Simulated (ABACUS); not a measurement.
## HPbNO4 in ABACUS: the effect of functional

Crystal: HPbNO4.

```
CELL_PARAMETERS angstrom
4.24662 -0.00040 0.00632
-2.07000 5.17280 -0.04874
-2.10952 -1.85322 4.88192
ATOMIC_POSITIONS crystal
H 0.99073 0.03330 0.90994
Pb 0.50274 0.81989 0.14287
N 0.00838 0.47408 0.50265
O 0.99816 0.92741 0.02877
O 0.19467 0.73435 0.60852
O 0.81673 0.35882 0.24556
O 0.01381 0.33121 0.65217
```

The cell was built by a generator and needn't be a form met in nature.

The cell isn't the ideal one: volume scaled by 0.98.

Alike in all runs:

* Program: ABACUS 3.10.1
* Task: equation of state
* Potentials or basis: SG15 ONCV 1.2 PBE
* Cutoff: 1361 eV
* Density cutoff: 5442 eV
* Basis: DZP LCAO (the cutoffs set its grid)
* k mesh: 6 × 4 × 4
* Occupations: fermi-dirac, width 0.05 eV
* Spin: no spin polarisation

```tsv
functional	gap on the mesh (eV)	pressure (GPa)	largest force (eV/Å)
LDA	2.84	2.2	2.06
PBE	2.84	5.9	2.13
PBEsol	?	?	?
WC	2.86	4.0	2.00
BLYP	2.83	8.3	2.73
r2SCAN	3.29	2.8	1.72
```

Question: What does the run with functional PBEsol give?

Answer: gap on the mesh 2.85 eV; pressure 3.9 GPa; largest force 1.98 eV/Å.

Caveats: the atomic orbitals were generated for these runs and aren't a published set; spin-orbit coupling is left out, which as a rule narrows the gap of such compounds by several tenths of an eV; the basis of atomic orbitals isn't converged, which shifts pressures, moduli and gaps; the potentials were made for another functional, which shifts forces and pressure (some runs); forces of over 1 eV/Å show positions far from the minimum, so gaps and moduli don't describe the material at rest (some runs).

A k mesh can miss the band edges.
